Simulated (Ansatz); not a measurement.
**CoB2W2: response to a stretch of c alone**

How does CoB2W2 answer a stretch of c alone between -1.5 and +1.5 %? At each strain the rest of the cell is held and the atoms relax, within the symmetry that is left.

Program: Ansatz 0.2.0. Level of theory: DFT r2SCAN, scalar-relativistic, plane waves, PAW. These are calculated values, not measurements.

3 further runs of the same task are left out: 3 set aside as unsound or not needed.

## (1) The system as given

The structure is orthorhombic, space group Immm (No. 71). Conventional cell: a = 3.168 Å, b = 4.540 Å, c = 7.065 Å, α = 90.00°, β = 90.00°, γ = 90.00°. Around Co (site symmetry mmm) lie 4 B at 2.07 Å. B (site symmetry m2m) is surrounded by 1 B at 1.88 Å and 2 Co at 2.07 Å and 6 W at 2.33 to 2.50 Å. W (site symmetry mm2) is surrounded by 6 B at 2.33 to 2.50 Å and 4 Co at 2.64 to 2.68 Å.

Structure file:

```cif
data_structure
_symmetry_space_group_name_H-M 'Immm'
_symmetry_Int_Tables_number 71
_cell_length_a 3.1677
_cell_length_b 4.5396
_cell_length_c 7.0647
_cell_angle_alpha 90.000
_cell_angle_beta 90.000
_cell_angle_gamma 90.000
_cell_volume 101.59
loop_
_atom_site_label
_atom_site_type_symbol
_atom_site_symmetry_multiplicity
_atom_site_Wyckoff_symbol
_atom_site_fract_x
_atom_site_fract_y
_atom_site_fract_z
_atom_site_occupancy
Co1 Co 2 a 0.00000 0.00000 0.00000 1
B1 B 4 h 0.50000 0.70689 0.00000 1
W1 W 4 j 0.00000 0.50000 0.79881 1
```

## (2) The unstrained reference

input.yaml

```yaml
crystal:
  lattice:
    - [3.167702203, 0.0, 0.0]
    - [0.0, 4.5396415632, 0.0]
    - [0.0, 0.0, 7.0646658275]
  atoms:
    - { symbol: Co, position: [0.0, 0.0, 0.0] }
    - { symbol: Co, position: [0.5, 0.5, 0.5] }
    - { symbol: B, position: [0.5, 0.7068897059, 0.0] }
    - { symbol: B, position: [0.5, 0.2931102941, 0.0] }
    - { symbol: B, position: [0.0, 0.2068897059, 0.5] }
    - { symbol: B, position: [0.0, 0.7931102941, 0.5] }
    - { symbol: W, position: [0.0, 0.5, 0.7988145947] }
    - { symbol: W, position: [0.0, 0.5, 0.2011854053] }
    - { symbol: W, position: [0.5, 0.0, 0.2988145947] }
    - { symbol: W, position: [0.5, 0.0, 0.7011854053] }
basis:
  ecutwfc: 500
kpoints:
  mp_grid: { grid: [12, 8, 6] }
hamiltonian:
  xc: r2scan
scf:
  occupations: { method: gaussian, width: 0.1 }
output:
  forces: true
  stress: true
  eigenvalues: true
```

Command:

```sh
ansatz run input.yaml --threads 1 --pin off --max-ram 2560MiB --backend cpu --events-out ev --progress --plain --runs-dir out
```

The session goes on with these runs: At -1.5 %; At +1.5 %.

Q: Predict the outcome of this session. Wanted: (1/V) d²E/dε², innermost pair.

As calculated:

| quantity | value |
| --- | --- |
| largest energy cost | 4.6 meV/atom at -1.5 % |
| (1/V) d²E/dε², innermost pair | 645 GPa |

**Reading.** The pair at ±1.5 % gives a curvature of 645 GPa, a rough value of the elastic constant along c at held a and b; so few points cannot test it. On this cell's mesh the unstrained reference holds a stress of up to 0.16 GPa. Spin-orbit coupling is left out for W. The final runs have no spin polarisation, so a magnetic state may lie lower.
